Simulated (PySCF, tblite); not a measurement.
# C₅H₇ClO₃Si: geometry, infrared bands and NMR shifts

Wanted: the infrared bands and NMR shifts of C₅H₇ClO₃Si (`CO/C=C(\Cl)[C@H]1OC(=O)[SiH2]1`), by calculation.

Computed with tblite 0.8.0 and PySCF 2.14.0, with density-fitted response routines of our own, on a single molecule in the gas phase. Atoms are numbered from 0 throughout.

### Step 1. The starting structure

17 atoms, charge 0, multiplicity 1; geometry from: force field or distance geometry start.

Bonds of the start (Å): C0–O1 1.43, O1–C2 1.36, C2–C3 1.34, C3–Cl4 1.76, C3–C5 1.49, C5–O6 1.47, O6–C7 1.35, C7–O8 1.21, C7–Si9 1.79, Si9–C5 1.88, C0–H10 1.08, C0–H11 1.10, C0–H12 1.10, C2–H13 1.09, C5–H14 1.10, Si9–H15 1.50, Si9–H16 1.49.

### Step 2. Geometry optimisation with GFN2-xTB

The job: settings as JSON, then the geometry in Å.

```
{"job": {"kind": "relax", "xc": "GFN2-xTB", "basis": "xTB"}, "charge": 0, "multiplicity": 1}
C      3.094500    -0.225400    -1.154200
O      2.074000    -0.989600    -0.513400
C      1.011800    -0.237900    -0.119600
C      0.158900    -0.579800     0.851300
Cl     0.436700    -2.044200     1.781700
C     -0.999500     0.279200     1.219800
O     -1.158100     1.541200     0.478300
C     -2.423500     1.366000     0.044800
O     -3.154400     2.097900    -0.582700
Si    -2.682600    -0.313800     0.619500
H      3.929200    -0.882900    -1.370600
H      2.710200     0.177400    -2.099600
H      3.430600     0.588900    -0.494200
H      0.882400     0.669900    -0.709100
H     -1.005900     0.502600     2.300500
H     -3.670200    -0.541100     1.724200
H     -2.641000    -1.396500    -0.406600
```

Launch:

```sh
OMP_NUM_THREADS=1 python probes_run.py task.json out
```

One launch serves the whole session: the jobs run in the order shown.

**Question.** This job is followed by: GFN2-xTB harmonic vibrations, gas phase; GIAO PBE0/pcSseg-1 NMR shielding, non-relativistic, gas phase. Predict these results of the whole session: strongest single infrared mode (GFN2-xTB); zero-point energy (GFN2-xTB); 13C shifts against TMS (PBE0/pcSseg-1); 1H shifts against TMS (PBE0/pcSseg-1, means over atoms taken as alike); 17O shifts against H2O (PBE0/pcSseg-1); 35Cl shifts against HCl (PBE0/pcSseg-1); 29Si shifts against TMS (PBE0/pcSseg-1).

The runs gave:

| quantity | value |
| --- | --- |
| strongest single infrared mode (GFN2-xTB) | 1807 cm⁻¹, 521 km/mol |
| zero-point energy (GFN2-xTB) | 68.5 kcal/mol |
| 13C shifts against TMS (PBE0/pcSseg-1) | 180.6, 149.6, 117.2, 70.1, 60.9 ppm |
| 1H shifts against TMS (PBE0/pcSseg-1, means over atoms taken as alike) | 6.69, 5.38, 5.02, 4.83, 3.92 ppm |
| 17O shifts against H2O (PBE0/pcSseg-1) | 531.8, 327.9, 96.2 ppm |
| 35Cl shifts against HCl (PBE0/pcSseg-1) | 166 ppm |
| 29Si shifts against TMS (PBE0/pcSseg-1) | -5.2 ppm |

**Reading.** Relaxing lowered the energy by 0.589 eV in 60 steps; the close pair that moved most is C7–Si9, from 1.794 to 1.946 Å. All 45 modes are real, so the xTB geometry is a minimum. The strongest single mode, at 1807 cm⁻¹, moves mainly C7 and O8. Unscaled tight-binding wavenumbers are off by several per cent, some by more. Its intensities can rank the bands wrongly. The most deshielded hydrogen is H13 (hydrogen on an alkene carbon bearing oxygen), at 6.69 ppm: attached to an sp2 carbon and in the plane of the double bond. At PBE0/pcSseg-1: The largest span, 745 ppm, is at O8, where the paramagnetic term is -594 ppm.
